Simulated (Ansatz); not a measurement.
# CH5NOSi: how energies converge with the basis set

Aim: see how fast density functionals converge with the basis set for CH5NOSi.

Program: Ansatz 0.2.0, Gaussian basis. Level of theory: one geometry, several basis sets. These are calculated values, not measurements.

The runs, in order: PBE0-D4/def2-SVP; ωB97M-V/def2-SVP; PBE0-D4/def2-QZVPP; ωB97M-V/def2-QZVPP; the functionals' def2-TZVPP values are taken from earlier runs.

### Step 1. The relaxed structure

An earlier PBE0-D4 in a triple-zeta def2 set relaxation fixed the geometry.

SMILES `N=C[SiH2]O`, 9 atoms, charge 0, spin multiplicity 1.

Atoms are counted from 1 here; the program's logs count them from 0.

Bond lengths: N1–C2 1.271 Å, N1–H5 1.021 Å, C2–Si3 1.894 Å, C2–H6 1.099 Å, Si3–O4 1.636 Å, Si3–H7 1.487 Å, Si3–H8 1.487 Å, O4–H9 0.969 Å. Angles: C2–N1–H5 113.0°, N1–C2–Si3 114.1°, N1–C2–H6 122.2°, Si3–C2–H6 123.7°, C2–Si3–O4 104.4°, C2–Si3–H7 109.9°, C2–Si3–H8 109.9°, O4–Si3–H7 112.1°, O4–Si3–H8 112.1°, H7–Si3–H8 108.4°, Si3–O4–H9 109.7°.

As a file:

```mol
CH5NOSi
  3D, bonds by distance, orders not assigned

  9  8  0  0  0  0  0  0  0  0999 V2000
   -0.8899    0.8064   -1.0141 N   0  0
    0.3004    0.7062   -0.5789 C   0  0
    0.5334   -0.6370    0.7352 Si  0  0
   -0.9550   -1.2929    0.9155 O   0  0
   -0.9964    1.5354   -1.7214 H   0  0
    1.1128    1.3503   -0.9431 H   0  0
    1.0333   -0.0298    1.9968 H   0  0
    1.5311   -1.6353    0.2681 H   0  0
   -1.5815   -0.8498    0.3246 H   0  0
  1  2  8  0
  2  3  8  0
  3  4  8  0
  1  5  8  0
  2  6  8  0
  3  7  8  0
  3  8  8  0
  4  9  8  0
M  END
```

### Step 2. PBE0-D4 in def2-SVP

Input file in.yaml:

```yaml
crystal:
  periodic: [false, false, false]
  atoms:
    - {symbol: N, position_ang: [-0.889859, 0.806433, -1.014057]}
    - {symbol: C, position_ang: [0.300396, 0.706234, -0.578918]}
    - {symbol: Si, position_ang: [0.533441, -0.636969, 0.735215]}
    - {symbol: O, position_ang: [-0.954958, -1.292852, 0.915528]}
    - {symbol: H, position_ang: [-0.996371, 1.535429, -1.721391]}
    - {symbol: H, position_ang: [1.112831, 1.350315, -0.943121]}
    - {symbol: H, position_ang: [1.033324, -0.029812, 1.996825]}
    - {symbol: H, position_ang: [1.531093, -1.635285, 0.268134]}
    - {symbol: H, position_ang: [-1.581499, -0.849794, 0.324586]}
basis:
  gaussian: {orbitals: def2-SVP}
hamiltonian: {xc: pbe0, dispersion: d4}
output: {orbitals: {seedname: orbitals}}
```

On the command line:

```sh
$ ansatz run in.yaml --threads 2 --pin off --events-out ev --progress --plain --max-ram 4352MiB
```

The program printed:

```text
Functional definition: PBE0
  name "PBE0"
  cite "Adamo & Barone, J. Chem. Phys. 110, 6158 (1999) doi:10.1063/1.478522"
  cite "Perdew, Burke & Ernzerhof, Phys. Rev. Lett. 77, 3865 (1996) doi:10.1103/PhysRevLett.77.3865"
  parent pbe
  parameter a = 0.25
  parameter kappa = 0.804
  parameter beta = 0.06672455060314922
  exchange = (1 - a)*pbe_x(kappa = kappa, mu = beta*pi^2/3) + a*exact_x
  correlation = pbe_c(beta = beta)
959 factors; their error is unknown
mean field evaluation 1: about -12512.6740 eV, gradient 5.6e1 eV
mean field evaluation 2: about -12505.3161 eV, gradient 8.2e1 eV
mean field evaluation 4: about -12518.6015 eV, gradient 4.1e0 eV
mean field evaluation 8: about -12518.6842 eV, gradient 2.3e-1 eV
mean field -12518.68430555 eV, -460.0531627602 hartree, gradient 2.5e-5 eV, S^2 0.000000; 0 other end points of the search recorded, 0 dependent functions left out
reference -12518.68433129 eV, -460.0531637059 hartree; 20, 20 occupied and 65, 65 virtual orbitals, 959 factors
Total energy: -12518.82004287 eV, -460.0581510146 hartree
```

It took 1.1 s on 2 threads of Arm Neoverse V2, shared host.

### Step 3. ωB97M-V in def2-SVP

in.yaml, as its differences from that of step 2:

```diff
@@ -14,3 +14,3 @@
   gaussian: {orbitals: def2-SVP}
-hamiltonian: {xc: pbe0, dispersion: d4}
+hamiltonian: {xc: {name: wB97M-V}}
 output: {orbitals: {seedname: orbitals}}
```

Same command.

The program printed:

```text
Functional definition: wB97M-V
  name "wB97M-V"
  cite "Mardirossian & Head-Gordon, J. Chem. Phys. 144, 214110 (2016) doi:10.1063/1.4952647"
  cite "Becke, J. Chem. Phys. 107, 8554 (1997) doi:10.1063/1.475007"
  cite "Vydrov & Van Voorhis, J. Chem. Phys. 133, 244103 (2010) doi:10.1063/1.3521275"
  # Of w^i u^j: cxij and so on, Table III.
  parameter omega = 0.3/bohr
  parameter cx = 0.15
  parameter cx01 = 1.007
  parameter cx10 = 0.259
  parameter css00 = 0.443
  parameter css04 = -1.437
  parameter css10 = -4.535
  parameter css20 = -3.390
  parameter css43 = 4.278
  parameter cos00 = 1.000
  parameter cos10 = 1.358
  parameter cos20 = 2.924
  parameter cos21 = -8.812
  parameter cos60 = -1.390
  parameter cos61 = 9.142
  parameter b = 6.0
  parameter c = 0.01
  gx(w, u) = 1 - cx + cx01*u + cx10*w
  gss(w, u) = css00 + css04*u^4 + css10*w + css20*w^2 + css43*w^4*u^3
  gos(w, u) = cos00 + cos10*w + (cos20 + cos21*u)*w^2 + (cos60 + cos61*u)*w^6
  exchange = spin_sum(e_x_unif_sr(omega)*gx(b97_w, b97_u_x)) + cx*exact_x_sr(omega) + exact_x_lr(omega)
  correlation = spin_sum(e_c_pw_mod_same_spin*gss(b97_w, b97_u_same))
      + integral(e_c_pw_mod_opposite_spin*gos(b97_w_opposite, b97_u_opposite)) + vv10(b, c)
959 factors; their error is unknown
254 factors; integrals over basis functions are off by at most 7.5e-6 eV
mean field evaluation 1: about -12520.0765 eV, gradient 5.0e1 eV
mean field evaluation 2: about -12519.6059 eV, gradient 5.4e1 eV
mean field evaluation 4: about -12524.8550 eV, gradient 1.8e0 eV
mean field evaluation 8: about -12524.8679 eV, gradient 4.0e-2 eV
mean field evaluation 16: about -12524.8690 eV, gradient 1.2e-5 eV
mean field -12524.86902731 eV, -460.2804470926 hartree, gradient 1.2e-5 eV, S^2 0.000000; 0 other end points of the search recorded, 0 dependent functions left out
reference -12524.86906568 eV, -460.2804485027 hartree; 20, 20 occupied and 65, 65 virtual orbitals, 959 factors
Total energy: -12524.86906568 eV, -460.2804485027 hartree
```

Wall time 4.6 s (2 threads of Arm Neoverse V2, shared host).

### Step 4. PBE0-D4 in def2-QZVPP

in.yaml, as its differences from that of step 3:

```diff
@@ -13,4 +13,4 @@
 basis:
-  gaussian: {orbitals: def2-SVP}
-hamiltonian: {xc: {name: wB97M-V}}
+  gaussian: {orbitals: "def2-QZVPP.json"}
+hamiltonian: {xc: pbe0, dispersion: d4}
 output: {orbitals: {seedname: orbitals}}
```

Launched as before.

The program printed:

```text
Functional definition: PBE0
  name "PBE0"
  cite "Adamo & Barone, J. Chem. Phys. 110, 6158 (1999) doi:10.1063/1.478522"
  cite "Perdew, Burke & Ernzerhof, Phys. Rev. Lett. 77, 3865 (1996) doi:10.1103/PhysRevLett.77.3865"
  parent pbe
  parameter a = 0.25
  parameter kappa = 0.804
  parameter beta = 0.06672455060314922
  exchange = (1 - a)*pbe_x(kappa = kappa, mu = beta*pi^2/3) + a*exact_x
  correlation = pbe_c(beta = beta)
1219 factors; their error is unknown
mean field evaluation 1: about -12519.4692 eV, gradient 6.8e1 eV
mean field evaluation 2: about -12507.8207 eV, gradient 1.0e2 eV
mean field evaluation 4: about -12527.6088 eV, gradient 6.6e0 eV
mean field evaluation 8: about -12527.7101 eV, gradient 3.0e-1 eV
mean field -12527.71018551 eV, -460.3848577307 hartree, gradient 5.4e-5 eV, S^2 0.000000; 0 other end points of the search recorded, 0 dependent functions left out
reference -12527.71022194 eV, -460.3848590694 hartree; 20, 20 occupied and 371, 371 virtual orbitals, 1219 factors
Total energy: -12527.84593352 eV, -460.3898463781 hartree
```

It took 8 s on 2 threads of Arm Neoverse V2, shared host; peak memory 1 GiB.

### Step 5. ωB97M-V in def2-QZVPP

in.yaml, as its differences from that of step 4:

```diff
@@ -14,3 +14,3 @@
   gaussian: {orbitals: "def2-QZVPP.json"}
-hamiltonian: {xc: pbe0, dispersion: d4}
+hamiltonian: {xc: {name: wB97M-V}}
 output: {orbitals: {seedname: orbitals}}
```

The command is unchanged.

The program printed:

```text
Functional definition: wB97M-V
  name "wB97M-V"
  cite "Mardirossian & Head-Gordon, J. Chem. Phys. 144, 214110 (2016) doi:10.1063/1.4952647"
  cite "Becke, J. Chem. Phys. 107, 8554 (1997) doi:10.1063/1.475007"
  cite "Vydrov & Van Voorhis, J. Chem. Phys. 133, 244103 (2010) doi:10.1063/1.3521275"
  # Of w^i u^j: cxij and so on, Table III.
  parameter omega = 0.3/bohr
  parameter cx = 0.15
  parameter cx01 = 1.007
  parameter cx10 = 0.259
  parameter css00 = 0.443
  parameter css04 = -1.437
  parameter css10 = -4.535
  parameter css20 = -3.390
  parameter css43 = 4.278
  parameter cos00 = 1.000
  parameter cos10 = 1.358
  parameter cos20 = 2.924
  parameter cos21 = -8.812
  parameter cos60 = -1.390
  parameter cos61 = 9.142
  parameter b = 6.0
  parameter c = 0.01
  gx(w, u) = 1 - cx + cx01*u + cx10*w
  gss(w, u) = css00 + css04*u^4 + css10*w + css20*w^2 + css43*w^4*u^3
  gos(w, u) = cos00 + cos10*w + (cos20 + cos21*u)*w^2 + (cos60 + cos61*u)*w^6
  exchange = spin_sum(e_x_unif_sr(omega)*gx(b97_w, b97_u_x)) + cx*exact_x_sr(omega) + exact_x_lr(omega)
  correlation = spin_sum(e_c_pw_mod_same_spin*gss(b97_w, b97_u_same))
      + integral(e_c_pw_mod_opposite_spin*gos(b97_w_opposite, b97_u_opposite)) + vv10(b, c)
1199 factors; their error is unknown
313 factors; integrals over basis functions are off by at most 1.1e-5 eV
mean field evaluation 1: about -12527.7057 eV, gradient 6.0e1 eV
mean field evaluation 2: about -12526.7680 eV, gradient 6.6e1 eV
mean field evaluation 4: about -12534.0393 eV, gradient 2.5e0 eV
mean field evaluation 8: about -12534.0577 eV, gradient 5.0e-2 eV
mean field evaluation 16: about -12534.0588 eV, gradient 2.0e-5 eV
mean field -12534.05875470 eV, -460.6181633451 hartree, gradient 2.0e-5 eV, S^2 0.000000; 0 other end points of the search recorded, 0 dependent functions left out
reference -12534.05881314 eV, -460.6181654928 hartree; 20, 20 occupied and 371, 371 virtual orbitals, 1199 factors
Total energy: -12534.05881314 eV, -460.6181654928 hartree
```

Wall time 21 s (2 threads of Arm Neoverse V2, shared host); peak memory 1.2 GiB.

### Step 6. Functionals by basis

The def2-TZVPP values come from earlier runs at the same geometry.

```
functional       basis  functions  energy (eV)  from the largest (eV)  HOMO (eV)  LUMO (eV)
   PBE0-D4    def2-SVP         85  -12518.8200                  9.026      -7.68      -0.91
   PBE0-D4  def2-TZVPP        205  -12527.3010                  0.545      -7.82      -1.15
   PBE0-D4  def2-QZVPP        391  -12527.8459                  0.000      -7.85      -1.22
   ωB97M-V    def2-SVP         85  -12524.8691                  9.190      -9.97       1.46
   ωB97M-V  def2-TZVPP        205  -12533.5494                  0.509     -10.14       1.12
   ωB97M-V  def2-QZVPP        391  -12534.0588                  0.000     -10.17       1.01
```

### Step 7. Outcome

```
                                       quantity          value
PBE0-D4: double and triple zeta above quadruple  9.03, 0.54 eV
ωB97M-V: double and triple zeta above quadruple  9.19, 0.51 eV
```

**Reading.** For PBE0-D4 the step from double to triple zeta gains 8.48 eV and the next only 0.54 eV. These are total energies; as a rule much of such shifts cancels in differences, which this series doesn't test.

For PBE0-D4 the largest set took about 8 times as long as the smallest (8 s against 1.1 s).
